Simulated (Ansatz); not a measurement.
# VCrC2 (R-3m) in Ansatz: further runs

Runs on VCrC2. Level: LDA. Tasks: band structure, single point, equation of state.

Everything below comes from runs of Ansatz 0.2.0. Logs are shortened: lines on timing, memory, paths and dates and some standing lists are left out, and cuts for length are marked.

## Step 1: The structure

It takes space group R-3m (No. 166, trigonal). The conventional cell has a = 2.921 Å, b = 2.921 Å, c = 14.218 Å, α = 90.00°, β = 90.00°, γ = 120.00°. Cr (site symmetry -3m) is surrounded by 6 C at 2.05 Å. V (site symmetry -3m) has 6 C at 2.07 Å as nearest neighbours. C (site symmetry 3m) is surrounded by 3 Cr at 2.05 Å and 3 V at 2.07 Å.

The cell comes from a database or a generator and needn't be the stable form of this composition.

## Step 2: Band structure, LDA, collinear spin, ferromagnetic start

Contents of input.yaml:

```yaml
crystal:
  lattice:
    - [1.4606320425, 0.8432963029, 4.7393853233]
    - [-1.4606320425, 0.8432963029, 4.7393853233]
    - [0.0, -1.6865926058, 4.7393853233]
  atoms:
    - { symbol: Cr, position: [0.5, 0.5, 0.5], spin: 3.0 }
    - { symbol: V, position: [0.0, 0.0, 0.0], spin: 2.0 }
    - { symbol: C, position: [0.248759, 0.248759, 0.248759] }
    - { symbol: C, position: [0.751241, 0.751241, 0.751241] }
hamiltonian:
  xc: lda
  pseudopotentials: { kind: paw }
magnetization:
  spin_polarized: true
kpoints:
  mp_grid: { grid: [11, 11, 11] }
  band_path:
    path:
      - [[0.0, 0.0, 0.0], [0.5, 0.0, 0.0], [0.5, 0.1877735979, -0.1877735979]]
      - [[0.8122264021, 0.5, 0.1877735979], [0.5, 0.5, 0.5], [0.0, 0.0, 0.0], [0.3438867989, 0.0, -0.3438867989]]
      - [[0.6561132011, 0.3438867989, 0.0], [0.5, 0.5, 0.0], [0.6561132011, 0.6561132011, 0.1877735979], [0.5, 0.5, 0.5]]
      - [[0.5, 0.0, 0.0], [0.8122264021, 0.3438867989, 0.3438867989]]
    npoints: 14
scf:
  occupations: { method: fermi_dirac, width: 0.05 }
  n_extra_bands: 10
output:
  forces: true
  stress: true
  eigenvalues: true
  fatbands: true
```

Potentials or basis: Ansatz PAW.

On the command line:

```console
$ ansatz run input.yaml --threads 2 --pin off --max-ram 5632MiB --backend cpu --events-out ev --progress --plain --runs-dir out
```

The program printed:

```text
Warning: RAYON_NUM_THREADS=2 ignored (pool sized by the plan → 2); use --threads N
basis.fft_grid_basis auto: the FFT boxes are laid along the combinations [[1, 0, -1], [0, 1, -1], [0, 0, 1]] of the cell's own vectors, 2.921, 2.921 and 5.031 Å long. The dense box has 20×20×36 points. Along the cell's own vectors, as sized, it would have 36×36×36, 3.24 times as many. Of the 12 symmetry operations that the crystal satisfies within crystal.symmetry.tolerance (time reversal apart; of a slab, those that keep its plane) the dense box along the cell's own vectors carries 12, and the one as laid loses 8 of those. basis.fft_grid_basis: typed keeps the cell's own vectors: state it where this run's energies or levels are differenced outside the engine with another run's, or held beside a run that keeps those vectors.
scf.n_extra_bands = 10 over 18 filled bands (N_el = 35.0): the run solves 28 bands
Engine: ansatz 0.2.0, x86_64-unknown-linux-gnu
Pseudopotentials: kind: paw
Pseudopotential: Cr, paw, valence charge 14, recommended cutoff 420 eV (normal), Cr.paw.azcp
Pseudopotential: V, paw, valence charge 13, recommended cutoff 420 eV (normal), V.paw.azcp
Pseudopotential: C, paw, valence charge 4, recommended cutoff 420 eV (normal), C.paw.azcp
Functional definition: SPW92
  exchange = slater_x
  correlation = pw_c
Crystal: 4 atoms, lattice volume = 35.026 Å³
Basis set: ecut = 420 eV, 675 PW (Γ), FFT grids on a1−a3, a2−a3, a3
Bands: 28, of which v1, the nominal top of the filled ones, is band 18 counted from 1 (17 counted from 0)
Symmetry: 12 space group operations
Space group: R-3m (ITA 166), of the structure as read, at distance tolerance 3.3e-5 Å
Magnetic group: BNS 166.97 (UNI 1327), of the structure as read, at distance tolerance 3.3e-5 Å
k-points: 146 of 1331
Non-local potential: Cr, projectors of the file, l = 0: 3, l = 1: 2, l = 2: 3, l = 3: 1
Non-local potential: V, projectors of the file, l = 0: 3, l = 1: 2, l = 2: 3, l = 3: 1
Non-local potential: C, projectors of the file, l = 0: 2, l = 1: 2, l = 2: 1
PAW form: soft (Blöchl's): semilocal exchange-correlation on the pseudo side does not see the compensation charge
PAW frozen core: Cr, regenerated for the run's functional, and the local potential with it (the file was generated under x = pbe(κ = 0.804, μ = 0.2195149727645171), c = pbe(β = 0.06672455060314922))
PAW frozen core: V, regenerated for the run's functional, and the local potential with it (the file was generated under x = pbe(κ = 0.804, μ = 0.2195149727645171), c = pbe(β = 0.06672455060314922))
PAW frozen core: C, regenerated for the run's functional, and the local potential with it (the file was generated under x = pbe(κ = 0.804, μ = 0.2195149727645171), c = pbe(β = 0.06672455060314922))
PAW one-centre angular grid: Cr, 590 points (default); XC on 64 Gauss nodes
PAW one-centre angular grid: V, 590 points (default); XC on 64 Gauss nodes
PAW one-centre angular grid: C, 110 points (default); XC on 64 Gauss nodes
Initial density: superposition of atomic densities (chi_scale 0.1, normalization cell, long waves kept (reshape's long-wave potential 0.00 eV rms))
Starting moments: Σ|m| = 5 μB on 2 of 4 sites
Initial wavefunctions: pseudopotential atomic-orbital guess
Functional: x = slater, c = lda
SCF iter   1: F=—  HF=-6677.941838 eV  |F-HF|=—  |Δ(HF+E_count)|=         —  Δρ=2.65e-1 (↑2.65e-1 ↓9.34e-2)  dr2=2.41e1  dr2_m=7.85e0  M=0.262 μB ∫|m|=0.276 μB  β_m=0.30  ethr=3.10e-3  ⟨swp⟩=4.5  Hψ=28363  notcnv=0  defer=14
Mixer restart at iter 1: flushing history
preconditioner: auto → Kerker (q_TF=auto, 2.728 Å⁻¹)  [metal: Δε(μ)=0.002 eV  Ē_g=10.840 eV  σ=0.050 eV  W_gap=0.01  n_scr=16 (ndim 8)  ℏωp=27.3 eV  f_vac=0.000  D(μ)=2.22/eV (n_scr^D=28)]
spin=Collinear: Kerker preconditioning applied to the charge; magnetization (m = ρ↑ − ρ↓) channel mixes plain (no charge-response kernel on spin).
SCF iter   2: F=—  HF=-6671.862565 eV  |F-HF|=—  |Δ(HF+E_count)|=    6.08e0  Δρ=1.51e-1 (↑1.51e-1 ↓7.52e-2)  dr2=5.57e0  dr2_m=3.64e0  M=0.332 μB ∫|m|=0.354 μB  β_m=0.48  ethr=3.10e-3  ⟨swp⟩=3.0  Hψ=19653  notcnv=0  defer=550
SCF iter   3: F=—  HF=-6669.808842 eV  |F-HF|=—  |Δ(HF+E_count)|=    2.05e0  Δρ=4.26e-2 (↑2.40e-2 ↓4.26e-2)  dr2=5.11e-1  dr2_m=2.73e-1  M=0.343 μB ∫|m|=0.385 μB  β_m=0.71  ethr=3.10e-3  ⟨swp⟩=2.6  Hψ=15768  notcnv=0  defer=552
SCF iter   4: F=—  HF=-6670.290414 eV  |F-HF|=—  |Δ(HF+E_count)|=   4.82e-1  Δρ=1.36e-2 (↑8.45e-3 ↓1.36e-2)  dr2=5.87e-2  dr2_m=2.21e-2  M=0.166 μB ∫|m|=0.203 μB  β_m=0.74  ethr=1.46e-3  ⟨swp⟩=2.4  Hψ=16484  notcnv=0  defer=560
SCF iter   5: F=—  HF=-6670.306862 eV  |F-HF|=—  |Δ(HF+E_count)|=   1.64e-2  Δρ=6.24e-3 (↑4.00e-3 ↓6.24e-3)  dr2=7.27e-3  dr2_m=7.01e-3  M=0.093 μB ∫|m|=0.121 μB  β_m=0.87  ethr=1.68e-4  ⟨swp⟩=2.0  Hψ=15373  notcnv=0  defer=560
SCF iter   6: F=—  HF=-6670.314514 eV  |F-HF|=—  |Δ(HF+E_count)|=   7.65e-3  Δρ=4.27e-3 (↑3.41e-3 ↓4.27e-3)  dr2=2.21e-2  dr2_m=1.33e-3  M=0.047 μB ∫|m|=0.063 μB  β_m=0.93  ethr=2.08e-5  ⟨swp⟩=2.2  Hψ=12436  notcnv=0  defer=560
SCF iter   7: F=—  HF=-6670.314183 eV  |F-HF|=—  |Δ(HF+E_count)|=   3.30e-4  Δρ=2.90e-3 (↑2.90e-3 ↓1.71e-3)  dr2=3.57e-3  dr2_m=1.12e-3  M=0.030 μB ∫|m|=0.039 μB  β_m=0.97  ethr=2.08e-5  ⟨swp⟩=2.0  Hψ=15092  notcnv=0  defer=560
SCF iter   8: F=—  HF=-6670.314460 eV  |F-HF|=—  |Δ(HF+E_count)|=   2.77e-4  Δρ=1.30e-3 (↑1.30e-3 ↓7.73e-4)  dr2=1.81e-3  dr2_m=7.09e-5  M=0.018 μB ∫|m|=0.022 μB  β_m=0.98  ethr=1.02e-5  ⟨swp⟩=1.4  Hψ=8776  notcnv=0  defer=560
SCF iter   9: F=—  HF=-6670.314493 eV  |F-HF|=—  |Δ(HF+E_count)|=   3.25e-5  Δρ=8.12e-4 (↑8.12e-4 ↓2.35e-4)  dr2=1.62e-4  dr2_m=8.29e-5  M=0.014 μB ∫|m|=0.018 μB  β_m=0.99  ethr=5.19e-6  ⟨swp⟩=1.2  Hψ=8273  notcnv=0  defer=560
SCF iter  10: F=—  HF=-6670.314469 eV  |F-HF|=—  |Δ(HF+E_count)|=   2.35e-5  Δρ=4.48e-4 (↑1.12e-4 ↓4.48e-4)  dr2=8.57e-5  dr2_m=1.94e-5  M=0.005 μB ∫|m|=0.006 μB  β_m=1.00  ethr=4.63e-7  ⟨swp⟩=2.3  Hψ=12221  notcnv=0  defer=560
SCF iter  11: F=—  HF=-6670.314471 eV  |F-HF|=—  |Δ(HF+E_count)|=   1.56e-6  Δρ=1.70e-4 (↑7.33e-5 ↓1.70e-4)  dr2=2.97e-5  dr2_m=1.08e-6  M=0.002 μB ∫|m|=0.003 μB  β_m=1.00  ethr=2.45e-7  ⟨swp⟩=1.3  Hψ=8384  notcnv=0  defer=560
SCF iter  12: F=—  HF=-6670.314471 eV  |F-HF|=—  |Δ(HF+E_count)|=   2.17e-8  Δρ=7.89e-5 (↑7.30e-5 ↓7.89e-5)  dr2=9.20e-8  dr2_m=1.84e-6  M=0.001 μB ∫|m|=0.002 μB  β_m=1.00  ethr=8.49e-8  ⟨swp⟩=1.2  Hψ=8260  notcnv=0  defer=560
SCF iter  13: F=—  HF=-6670.314470 eV  |F-HF|=—  |Δ(HF+E_count)|=   2.39e-7  Δρ=2.54e-5 (↑6.38e-6 ↓2.54e-5)  dr2=3.52e-7  dr2_m=5.12e-8  M=-0.000 μB ∫|m|=0.001 μB  β_m=0.93  ethr=2.63e-10  ⟨swp⟩=2.2  Hψ=13683  notcnv=0  defer=560
SCF iter  14: F=—  HF=-6670.314470 eV  |F-HF|=—  |Δ(HF+E_count)|=   4.35e-9  Δρ=1.21e-5 (↑7.68e-6 ↓1.21e-5)  dr2=1.44e-8  dr2_m=3.07e-8  M=-0.000 μB ∫|m|=0.000 μB  β_m=0.97  ethr=2.63e-10  ⟨swp⟩=2.1  Hψ=11189  notcnv=0  defer=560
SCF iter  15: F=—  HF=-6670.314470 eV  |F-HF|=—  |Δ(HF+E_count)|=   4.39e-9  Δρ=2.05e-6 (↑7.45e-7 ↓2.05e-6)  dr2=2.04e-9  dr2_m=4.80e-10  M=0.000 μB ∫|m|=0.000 μB  β_m=0.98  ethr=4.10e-11  ⟨swp⟩=2.1  Hψ=11096  notcnv=0  defer=560
SCF iter  16: F=—  HF=-6670.314470 eV  |F-HF|=—  |Δ(HF+E_count)|=  1.06e-10  Δρ=8.49e-7 (↑4.22e-7 ↓8.49e-7)  dr2=2.34e-10  dr2_m=1.11e-10  M=0.000 μB ∫|m|=0.000 μB  β_m=0.94  ethr=5.84e-12  ⟨swp⟩=1.4  Hψ=8295  notcnv=0  defer=560
SCF iter  17: F=-6670.314470 eV  HF=-6670.314470 eV  |F-HF|=6.18e-11  |Δ(HF+E_count)|=  7.28e-12  Δρ=1.73e-7 (↑1.73e-7 ↓1.67e-7)  dr2=6.63e-11  dr2_m=2.01e-14  M=0.000 μB ∫|m|=0.000 μB  ethr=1.00e-12  ⟨swp⟩=6.2  Hψ=26094  notcnv=0
SCF 1 converged in 17 iterations: F = -6670.314470 eV  dr2 = 6.63e-11
WARN: the starting moments were not kept: the SCF closed with an absolute magnetisation of 1.0e-6 μB, where they sum to 5 μB in size (2 sites). That is at most 0.1 of that sum. Measured as dr2_m measures the in/out step, that magnetisation stands 7.9e-13 eV from none, at or under the dr2_threshold of 1.0e-7 eV: it is no larger than a step whose dr2_m would equal this threshold. The system may hold no moment; this SCF shows only that its start led to no more than that. To try another start: raise the starting moments (crystal.atoms[].spin, magnetization.per_species, magnetization.initial_magnetization, or on a non-collinear deck that types none of these the spinor_matrix: blocks that start its atoms; where the total moment is fixed, keep their sum and leave initial_magnetization as it is; typed ones take the place of any that the run laid by itself, positive ones on a crystal's lanthanoids without a Hubbard term where scf.initial_density.shell_occupations: [] is typed) or, if the notice of its spin-set hold's release reads "site moments contracting" or "site moments show no strong build", lengthen the hold (scf.mixing.spin_hold: { on: { confirm: 4 } }; for m-r²SCAN on two components see the key's manual first). Each may lead to a state that holds a moment. A second SCF, from the converged charge density, with the starting moments and any scf.initial_density.shell_occupations laid on it anew, would have followed, and was not run: the deck does not ask for one (magnetization.retry_lost_moments is false, the default). To let it run, set magnetization.retry_lost_moments: true and run the deck again, where that key's refused combinations let it; where memory then withholds it, that run's warning says so.
NSCF: frozen V_eff on 130 k-points
SCF converged after 17 iterations
Magnetization: 0.0000 μB (17.5000 up, 17.5000 down)
Absolute magnetization: 0.0000 μB (∫|ρ↑−ρ↓|, with the PAW one-centre terms)
Spin contamination: 0.0000 ħ² per cell (⟨S²⟩ above its minimum at these occupations)
Per-site moments (μB) at R_I (Å): [(7.183304692219959e-7, 0.8460730164247826), (1.1005158743966568e-7, 0.8544406921839741), (-4.119930194218763e-8, 0.8460730164247826), (-4.119930195141333e-8, 0.8460730164247826)]
Free energy (F): -6670.314470 eV
Harris-Foulkes:  -6670.314470 eV  (|F-HF|=6.18e-11)
Internal energy: -6670.286088 eV  (E = F + TS)
E sigma→0 (E₀):  -6670.300279 eV
Entropy (-TS):   -0.028383 eV (-7.096 meV/atom)
Fermi energy:    17.371100 eV
--- Per-component energies (eV) ---
  E_band       = -257.084511
  E_kinetic    = 858.569865
  E_local      = -2279.775498  (includes V_loc(G=0)·N_el)
  E_nonlocal   = 93.777362
  E_hartree    = 991.828566
  E_xc         = -365.984987
  E_vxc        = -464.748887  (∫ρ·V_xc dr)
  E_paw        = -2382.582394  (= ΣΔE_a)
  E_vpaw       = -448.565093  (= ΣTr[D̂ρ^β])
  E_aug_tail   = 0.000537  (compensation charges beyond the density's cutoff)
  E_ewald      = -3586.956480
  E_core_change = 0.836940  (= ΣΔE_core)
  E_smearing   = -0.028383  (= −TS)
  E_closure    = -0.000000  (closes the sum)
  Σ components = -6670.314470   (vs F -6670.314470, Δ=0.00e0)
--- Forces (eV/Å), atoms counted from 1 ---
  atom   1  Cr     0.00000000     0.00000000    -0.00000000
  atom   2  V      0.00000000     0.00000000     0.00000000
  atom   3  C      0.00000000     0.00000000    -0.00567541
  atom   4  C      0.00000000    -0.00000000     0.00567541
  max |Σ_I F_I| component: 6.94e-18 eV/Å
--- Stress (GPa, compression-positive) ---
      -18.687176       0.000000       0.000000
        0.000000     -18.687176       0.000000
       -0.000000       0.000000     -18.723408
  P = ⅓ Tr σ = -18.6993 GPa (-186.993 kbar)
--- Band table (eV; the first three rows and the last of 292) ---
  k-point 0 ↑: bands = ["-54.3728", "-46.9524", "-26.0785", "-25.9979", "-25.9979", "-21.2174", "-20.9487", "-20.9487", "3.0263", "7.2014", "9.5974", "12.6860", "12.6860", "15.8877", "15.8877", "15.9710", "16.8497", "16.8497", "18.0650", "18.0650", "18.3058", "18.3058", "18.3801", "19.4638", "24.1646", "24.1646", "25.5627", "28.9474"]
  k-point 1 ↑: bands = ["-54.3707", "-46.9485", "-26.0751", "-26.0154", "-26.0020", "-21.2130", "-20.9779", "-20.9553", "3.2116", "7.1207", "9.8174", "12.6886", "12.7696", "15.5089", "15.7045", "15.7325", "16.0325", "16.7504", "17.9726", "17.9741", "18.5400", "18.8155", "19.3884", "19.5106", "23.4798", "23.9339", "26.2709", "29.2192"]
  k-point 2 ↑: bands = ["-54.3651", "-46.9382", "-26.0663", "-26.0618", "-26.0129", "-21.2010", "-21.0557", "-20.9729", "3.7413", "6.9602", "10.3727", "12.6320", "12.9901", "14.1134", "14.9024", "15.1841", "16.0782", "16.9025", "17.9016", "17.9401", "18.8441", "19.2831", "19.6401", "21.0110", "22.2823", "23.3867", "27.5457", "29.8048"]
  k-point 145 ↓: bands = ["-54.3707", "-46.9487", "-26.0699", "-26.0155", "-26.0019", "-21.2228", "-20.9778", "-20.9554", "4.4837", "4.7798", "12.8205", "12.9185", "13.6053", "13.8359", "14.0051", "14.3564", "16.4297", "16.6055", "17.4158", "17.4838", "18.7568", "19.1938", "20.9199", "20.9962", "22.4152", "22.8319", "28.8568", "29.1572"]
```

Run time: 39 s. Hardware: 2 threads of Intel Xeon at 2.50GHz (Skylake/Cascade Lake), shared host; peak memory 0.55 GiB.

What came out:

```yaml
Free_energy: -6670.3145 eV
Pressure: -18.7 GPa
Largest_force: 0.006 eV/Å
Band_gap_on_the_k_mesh: none (metal or under the smearing width)
Net_moment: 0.00 μB per cell
Absolute_moment: 0.00 μB per cell
```

Forces on the atoms (eV/Å):
```
Cr   0.000  0.000  0.000
V    0.000  0.000  0.000
C    0.000  0.000 -0.006
C    0.000  0.000  0.006
```

Levels at the corners of the path, in eV from the Fermi level:
Spin up:
```
point  band 15  band 16  band 17  band 18  band 19  band 20
    Γ    -1.48    -1.40    -0.52    -0.52     0.69     0.69
    L    -3.64    -3.48    -0.55    -0.11     0.33     1.20
   B1    -3.85    -3.85    -0.05     0.26     0.46     0.89
    B    -3.85    -3.85    -0.05     0.26     0.46     0.89
    Z    -3.23    -3.23    -0.77    -0.77    -0.08    -0.08
    Γ    -1.48    -1.40    -0.52    -0.52     0.69     0.69
    X    -4.06    -3.75    -0.02     0.33     0.49     0.87
    Q    -4.06    -3.75    -0.02     0.33     0.49     0.87
    F    -3.56    -1.24    -1.16     0.20     0.51     0.54
   P1    -3.63    -1.70    -1.23     0.22     0.51     0.90
    Z    -3.23    -3.23    -0.77    -0.77    -0.08    -0.08
    L    -3.64    -3.48    -0.55    -0.11     0.33     1.20
    P    -3.63    -1.70    -1.23     0.22     0.51     0.90
```
Spin down:
```
point  band 13  band 14  band 15  band 16  band 17  band 18  band 19  band 20  band 21  band 22
    Γ    -4.69    -1.48    -1.48    -1.40    -0.52    -0.52     0.69     0.69     0.93     0.93
    L    -4.66    -4.58    -3.64    -3.48    -0.55    -0.11     0.33     1.20     1.30     2.13
   B1    -5.00    -4.84    -3.85    -3.85    -0.05     0.26     0.46     0.89     1.71     1.87
    B    -5.00    -4.84    -3.85    -3.85    -0.05     0.26     0.46     0.89     1.71     1.87
    Z    -3.61    -3.61    -3.23    -3.23    -0.77    -0.77    -0.08    -0.08     1.12     1.59
    Γ    -4.69    -1.48    -1.48    -1.40    -0.52    -0.52     0.69     0.69     0.93     0.93
    X    -5.09    -4.80    -4.06    -3.75    -0.02     0.33     0.49     0.87     1.70     1.96
    Q    -5.09    -4.80    -4.06    -3.75    -0.02     0.33     0.49     0.87     1.70     1.96
    F    -4.66    -4.59    -3.56    -1.24    -1.16     0.20     0.51     0.54     1.12     1.41
   P1    -4.62    -4.56    -3.63    -1.70    -1.23     0.22     0.51     0.90     1.21     1.53
    Z    -3.61    -3.61    -3.23    -3.23    -0.77    -0.77    -0.08    -0.08     1.12     1.59
    L    -4.66    -4.58    -3.64    -3.48    -0.55    -0.11     0.33     1.20     1.30     2.13
    P    -4.62    -4.56    -3.63    -1.70    -1.23     0.22     0.51     0.90     1.21     1.53
```

Caveat: the starting moments collapsed, and a magnetic state may lie lower; the pressure holds a Pulay correction of +0.4 GPa for the finite cutoff; the PAW data sets come from PBE, with cores solved anew for the run's functional, which leaves a small shift of forces and pressure; the starting moments weren't kept.

(Part 1 of 2 ends here.)
